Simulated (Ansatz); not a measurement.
ClGaHI, SMILES [Cl][GaH][I], a single point in a Gaussian basis

Program: Ansatz 0.2.0, Python API.

`energy_clgahi.py`:
```python
'''Single point of ClGaHI.'''

from pathlib import Path
import warnings

import ansatz as az

warnings.simplefilter('ignore', az.DeckWarning)

geometry_ang = [
    ('Cl', (-2.1004, 0.0753, -0.5377)),
    ('Ga', (-0.1587, 0.2501, -0.2427)),
    ('I', (1.4272, -1.6195, 1.1038)),
    ('H', (0.8874, 1.2338, -0.3437)),
]
mol = az.Crystal.molecule()
for symbol, xyz in geometry_ang:
    mol = mol.atom(symbol, xyz)

model = (
    mol.calculation()
    .basis(gaussian='def2-SVP')
    .functional(az.LibraryFunctional('PBE0-DH'))
    .orbitals()
)
done = model.run(threads=1, runs_dir='clgahi_runs')
r = done.report

print('reference energy %16.6f eV' % r['reference_energy_ev'])
print('total energy     %16.6f eV' % r['free_energy_ev'])
print('occupied orbitals outside the frozen core (up, down):', r['n_occupied'], ' frozen:', r['n_frozen'], ' virtual:', r['n_virtual'])

state = r['mean_field']['state']
print(f'mean field: {state["energy"]["hartree"]:.7f} Ha, <S^2> = {abs(state["spin_squared"]):.4f}, stability: {state.get("stability", {}).get("kind")}')

lines = Path(r['orbitals_path']).read_text().splitlines()
field_of = lambda key: [line.split('=')[1].strip() for line in lines if line.startswith(key)]
orbitals = [(27.211386 * float(e), s, float(n)) for e, s, n in zip(field_of('Ene='), field_of('Spin='), field_of('Occup='))]
homo = max(e for e, _, n in orbitals if n > 0.5)
lumo = min(e for e, _, n in orbitals if n < 0.5)
print(f'HOMO {homo:.3f} eV, LUMO {lumo:.3f} eV, gap {lumo - homo:.3f} eV')
```

`python energy_clgahi.py` gives:
```text
reference energy    -72990.163301 eV
total energy        -72992.098008 eV
occupied orbitals outside the frozen core (up, down): [19, 19]  frozen: 18  virtual: [44, 44]
mean field: -2682.3390268 Ha, <S^2> = 0.0000, stability: minimum
HOMO -8.040 eV, LUMO -1.281 eV, gap 6.759 eV
```

What to keep in mind:
- These settings explore the input space; basis and method may be short of convergence.
- The geometry is a force-field or estimated start, not a minimum of this method, and the basis set is short of its limit.
- def2 sets replace the cores of elements past krypton by effective core potentials.
- Levels such as HOMO and LUMO are orbital energies: with these approximate functionals they aren't the ionisation energy and electron affinity, and their gap isn't the fundamental gap.
- For a double hybrid the total adds scaled second-order correlation to the self-consistent reference.
- It ran for 4.6 s on 1 thread of Arm Neoverse V1, with other jobs on the host, peak memory 0.22 GiB.

(A comment or docstring line of the script was reworded after the run, the code is as it ran; lines on the test bed's own set-up are left out of the output.)
